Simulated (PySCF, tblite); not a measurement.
# C₆H₁₀N₂OSi: geometry, infrared bands and NMR shifts

What infrared bands and NMR shifts should C₆H₁₀N₂OSi (`C=C(C#N)CN[SiH2]C(C)=O`) show?

The runs use tblite 0.8.0 and PySCF 2.14.0, with density-fitted response routines of our own; the level of theory stands in each step. All values are computed, except where a source is named. Atoms count from 0, in the outputs and in this text.

## 1. The molecule as given

20 atoms, charge 0, multiplicity 1; geometry from: force field or distance geometry start.

Bonds of the start (Å): C0–C1 1.31, C1–C2 1.45, C2–N3 1.16, C1–C4 1.50, C4–N5 1.45, N5–Si6 1.80, Si6–C7 1.83, C7–C8 1.47, C7–O9 1.21, C0–H10 1.11, C0–H11 1.08, C4–H12 1.12, C4–H13 1.12, N5–H14 1.05, Si6–H15 1.49, Si6–H16 1.46, C8–H17 1.11, C8–H18 1.11, C8–H19 1.11.

## 2. Geometry optimisation with GFN2-xTB

Job settings and geometry (Å):

```
{"job": {"kind": "relax", "xc": "GFN2-xTB", "basis": "xTB"}, "charge": 0, "multiplicity": 1}
C     -3.152000     0.795000    -0.043400
C     -2.679100    -0.409200    -0.276000
C     -3.594500    -1.535500    -0.236800
N     -4.344800    -2.416500    -0.217100
C     -1.215700    -0.647000    -0.532100
N     -0.458900     0.588600    -0.526100
Si     1.251200     0.130800    -0.868800
C      2.458900     0.935400     0.246800
C      3.692500     0.222700     0.616200
O      2.255100     2.042600     0.690200
H     -4.226300     0.962700     0.154500
H     -2.460900     1.621600    -0.062800
H     -1.149700    -1.057900    -1.568000
H     -0.785100    -1.373600     0.198100
H     -0.457600     1.026400     0.426500
H      1.348200    -1.330600    -0.589200
H      1.551600     0.300800    -2.288300
H      3.507100    -0.868400     0.508700
H      3.975900     0.491400     1.654300
H      4.478900     0.531500    -0.109300
```

Started as:

```
> OMP_NUM_THREADS=1 python probes_run.py task.json out
```

One launch serves the whole session: the jobs run in the order shown.

**Question.** This job is followed by: GFN2-xTB harmonic vibrations, gas phase; GIAO PBE0/pcSseg-1 NMR shielding, non-relativistic, gas phase. Predict these results of the whole session: strongest single infrared mode (GFN2-xTB); zero-point energy (GFN2-xTB); 13C shifts against TMS (PBE0/pcSseg-1); 1H shifts against TMS (PBE0/pcSseg-1, means over atoms taken as alike); 15N shifts against NH3 (PBE0/pcSseg-1); 29Si shifts against TMS (PBE0/pcSseg-1); 17O shifts against H2O (PBE0/pcSseg-1).

The runs gave:

```
                                                              quantity                                       value
                             strongest single infrared mode (GFN2-xTB)                       2179 cm⁻¹, 345 km/mol
                                          zero-point energy (GFN2-xTB)                               91.7 kcal/mol
                                13C shifts against TMS (PBE0/pcSseg-1)  243.3, 136.1, 131.1, 123.1, 49.9, 40.1 ppm
1H shifts against TMS (PBE0/pcSseg-1, means over atoms taken as alike)      6.38, 6.21, 4.96, 3.69, 2.51, 0.73 ppm
                                15N shifts against NH3 (PBE0/pcSseg-1)                             320.2, 11.4 ppm
                               29Si shifts against TMS (PBE0/pcSseg-1)                                   -63.4 ppm
                                17O shifts against H2O (PBE0/pcSseg-1)                                   827.6 ppm
```

Over 193 steps the energy fell by 0.883 eV; of the close pairs, N5–Si6 changed most, 1.803 to 1.708 Å. All 54 modes are real, so the xTB geometry is a minimum. The strongest single mode, at 2179 cm⁻¹, moves mainly H16. Unscaled tight-binding wavenumbers are off by several per cent, some by more. Its intensities can rank the bands wrongly. At PBE0/pcSseg-1: The widest tensor belongs to O9: span 1693 ppm, with a paramagnetic part of -895 ppm.
